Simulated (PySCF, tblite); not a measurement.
**C₇H₁₄Si₂: geometry, infrared bands and NMR shifts**

Aim: predict the infrared bands and NMR shifts of C₇H₁₄Si₂ (`C=C[SiH2][C@@H](C)C1=C[SiH2]C1`).

Programs: tblite 0.8.0 and PySCF 2.14.0, with density-fitted response routines of our own. Each step states its level of theory. These are calculated values for one molecule in the gas phase, unless marked as measured. Atoms are numbered from 0 throughout.

## Step 1: The molecule as given

23 atoms, charge 0, multiplicity 1; geometry from: force field or distance geometry start.

Bonds of the start (Å): C0–C1 1.35, C1–Si2 1.83, Si2–C3 1.92, C3–C4 1.53, C3–C5 1.61, C5–C6 1.36, C6–Si7 1.86, Si7–C8 1.89, C8–C5 1.56, C0–H9 1.07, C0–H10 1.08, C1–H11 1.09, Si2–H12 1.49, Si2–H13 1.49, C3–H14 1.09, C4–H15 1.10, C4–H16 1.09, C4–H17 1.10, C6–H18 1.08, Si7–H19 1.49, Si7–H20 1.49, C8–H21 1.09, C8–H22 1.08.

## Step 2: Relaxing the molecule with GFN2-xTB

Job settings and geometry (Å):

```
{"job": {"kind": "relax", "xc": "GFN2-xTB", "basis": "xTB"}, "charge": 0, "multiplicity": 1}
C      3.486200     0.795200     1.550400
C      2.219000     0.568200     1.132900
Si     1.717900    -0.661300    -0.132900
C      0.207900    -0.039300    -1.149200
C     -0.197400    -0.995900    -2.267700
C     -1.086200     0.240700    -0.235200
C     -1.709400     1.414000     0.048600
Si    -3.036800     0.690700     1.126700
C     -1.982700    -0.764200     0.549300
H      4.329100     0.264200     1.149400
H      3.675100     1.541200     2.314800
H      1.396300     1.117300     1.579400
H      1.371600    -1.944900     0.536300
H      2.851500    -0.906900    -1.062200
H      0.504200     0.916500    -1.590900
H     -1.038000    -0.579300    -2.833900
H     -0.508100    -1.970200    -1.890600
H      0.632100    -1.162400    -2.972400
H     -1.505400     2.438800    -0.241100
H     -4.393100     0.779800     0.526900
H     -2.912300     1.061200     2.559700
H     -1.502300    -1.299300     1.367500
H     -2.524000    -1.476900    -0.055900
```

The run is started by

```console
$ OMP_NUM_THREADS=1 python probes_run.py task.json out
```

One launch serves the whole session: the jobs run in the order shown.

**Question.** This job is followed by: GFN2-xTB harmonic vibrations, gas phase; GIAO PBE0/pcSseg-1 NMR shielding, non-relativistic, gas phase. What will the session give for the following? strongest single infrared mode (GFN2-xTB); zero-point energy (GFN2-xTB); 13C shifts against TMS (PBE0/pcSseg-1); 1H shifts against TMS (PBE0/pcSseg-1, means over atoms taken as alike); 29Si shifts against TMS (PBE0/pcSseg-1); surface potential, 1st and 99th percentile.

**Answer**, as computed:

| quantity | value |
| --- | --- |
| strongest single infrared mode (GFN2-xTB) | 2234 cm⁻¹, 492 km/mol |
| zero-point energy (GFN2-xTB) | 111.2 kcal/mol |
| 13C shifts against TMS (PBE0/pcSseg-1) | 179.3, 143.0, 140.2, 130.1, 34.1, 16.9, 16.2 ppm |
| 1H shifts against TMS (PBE0/pcSseg-1, means over atoms taken as alike) | 6.58, 6.44, 6.23, 5.69, 4.88, 4.86, 4.39, 4.17, 2.44, 1.92, 1.75, 1.36 ppm |
| 29Si shifts against TMS (PBE0/pcSseg-1) | -43.5, -54.6 ppm |
| surface potential, 1st and 99th percentile | -0.60 V and 0.89 V |

**Reading.** Relaxing lowered the energy by 0.520 eV in 105 steps; the close pair that moved most is C3–C5, from 1.609 to 1.480 Å. All 63 modes are real, so the xTB geometry is a minimum. The strongest single mode, at 2234 cm⁻¹, moves mainly H20. Unscaled tight-binding wavenumbers are off by several per cent, some by more. Its intensities can rank the bands wrongly. By nearest atom (PBE0/pcSseg-1), the HOMO sits on C6 36 %; C5 20 % and the LUMO on C0, C1 about 21 % each; C5 8 %.
